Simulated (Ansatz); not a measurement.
# SnSe2: the cost of one run

Method: DFT LDA, scalar-relativistic, plane waves, PAW, and further levels as typed in the inputs, in Ansatz 0.2.0.

### Step 1. The starting structure

Symmetry: P-3m1, No. 164, trigonal system. Conventional cell: a = 3.811 Å, b = 3.811 Å, c = 33.374 Å, α = 90.00°, β = 90.00°, γ = 120.00°. Around Se (site symmetry 3m) lie 3 Sn at 2.69 Å. Around Sn (site symmetry 3m) lie 6 Se at 2.69 Å. Sn (site symmetry -3m) is surrounded by 6 Se at 2.69 Å.

Structure file:

```xyz
9
Lattice="3.8110 0.0000 0.0000 -1.9055 3.3004 0.0000 0.0000 0.0000 33.3740" Properties=species:S:1:pos:R:3 pbc="T T T"
Se    1.9055    1.1001    9.0000
Sn    0.0000    0.0000   10.5500
Se    0.0000    2.2003   12.1000
Se    1.9055    1.1001   15.1370
Sn    0.0000    0.0000   16.6870
Se    0.0000    2.2003   18.2370
Se    1.9055    1.1001   21.2740
Sn    0.0000    0.0000   22.8240
Se    0.0000    2.2003   24.3740
```

### Step 2. Single point: Sn3Se6 sheet, no spin

Input file input.yaml:

```yaml
crystal:
  lattice:
    - [3.811, 0.0, 0.0]
    - [-1.9055, 3.3004228138, 0.0]
    - [0.0, 0.0, 33.374]
  atoms:
    - { symbol: Se, position: [0.6666666667, 0.3333333333, 0.2696710014] }
    - { symbol: Sn, position: [0.0, 0.0, 0.3161143405] }
    - { symbol: Se, position: [0.3333333333, 0.6666666667, 0.3625576796] }
    - { symbol: Se, position: [0.6666666667, 0.3333333333, 0.4535566609] }
    - { symbol: Sn, position: [0.0, 0.0, 0.5] }
    - { symbol: Se, position: [0.3333333333, 0.6666666667, 0.5464433391] }
    - { symbol: Se, position: [0.6666666667, 0.3333333333, 0.6374423204] }
    - { symbol: Sn, position: [0.0, 0.0, 0.6838856595] }
    - { symbol: Se, position: [0.3333333333, 0.6666666667, 0.7303289986] }
  periodic: [true, true, false]
scf:
  occupations: { method: gaussian, width: 0.02 }
  n_extra_bands: 12
output:
  eigenvalues: true
  write_density: true
  write_potential: true
  elf: true
  volumetric_format: npy
kpoints:
  mp_grid: { grid: [12, 12, 1] }
hamiltonian:
  xc: lda
```

On the command line:

```console
$ ansatz run input.yaml --threads 8 --pin off --max-ram 24576MiB --backend cpu --events-out ev --progress --plain --runs-dir out
```

What time and memory should one allow on 8 threads of Arm Neoverse V2, shared host?

About 14 s, with a peak of 3 GiB.
